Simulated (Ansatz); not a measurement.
# C3H7ClSi: the cost of one run

Method: BLYP/def2-SVP; program: Ansatz 0.2.0, Gaussian basis.

### 1 Structure used throughout

The structure was relaxed beforehand with PBE0-D4 in a triple-zeta def2 set.

SMILES `ClC[SiH]1CC1`, 12 atoms, charge 0, spin multiplicity 1.

Atoms are counted from 1 here; the program's logs count them from 0.

Bond lengths: Cl1–C2 1.789 Å, C2–Si3 1.873 Å, C2–H6 1.090 Å, C2–H7 1.090 Å, Si3–C4 1.845 Å, Si3–C5 1.838 Å, Si3–H8 1.477 Å, C4–C5 1.550 Å, C4–H9 1.085 Å, C4–H10 1.086 Å, C5–H11 1.085 Å, C5–H12 1.086 Å. Angles: Cl1–C2–Si3 110.4°, Cl1–C2–H6 107.7°, Cl1–C2–H7 107.1°, Si3–C2–H6 110.6°, Si3–C2–H7 112.4°, H6–C2–H7 108.4°, C2–Si3–C4 118.4°, C2–Si3–C5 119.0°, C2–Si3–H8 114.0°, C4–Si3–C5 49.8°, C4–Si3–H8 120.4°, C5–Si3–H8 120.5°, Si3–C4–C5 64.9°, Si3–C4–H9 119.5°, Si3–C4–H10 119.9°, C5–C4–H9 116.2°, C5–C4–H10 116.1°, H9–C4–H10 112.3° and more.

### 2 The run

File in.yaml:

```yaml
crystal:
  periodic: [false, false, false]
  atoms:
    - {symbol: Cl, position_ang: [-2.704905, 0.553087, 1.400367]}
    - {symbol: C, position_ang: [-0.923705, 0.421004, 1.504996]}
    - {symbol: Si, position_ang: [-0.263573, -0.640977, 0.110183]}
    - {symbol: C, position_ang: [1.419540, -0.274019, -0.550516]}
    - {symbol: C, position_ang: [0.244459, 0.165599, -1.461274]}
    - {symbol: H, position_ang: [-0.512823, 1.429495, 1.448030]}
    - {symbol: H, position_ang: [-0.689336, 0.009161, 2.486767]}
    - {symbol: H, position_ang: [-0.782851, -2.023638, 0.108801]}
    - {symbol: H, position_ang: [2.036548, -1.085345, -0.923235]}
    - {symbol: H, position_ang: [2.009843, 0.525281, -0.113216]}
    - {symbol: H, position_ang: [0.139059, -0.370791, -2.398553]}
    - {symbol: H, position_ang: [0.104545, 1.235842, -1.578248]}
basis:
  gaussian: {orbitals: def2-SVP}
hamiltonian: {xc: {name: BLYP}}
md: {timestep: 2 fs, n_steps: 50, ensemble: nvt_langevin, temperature: 1500, initial_velocities: maxwell_boltzmann, friction: 0.01, seed: 552}
```

The run is started by

```
ansatz run in.yaml --threads 4 --pin off --events-out ev --progress --plain --max-ram 10444MiB
```

**Question.** How long does this run take on 4 threads of AMD EPYC 9R45, shared host, and how much memory does it need?

About 22 s, with a peak of 0.57 GiB.
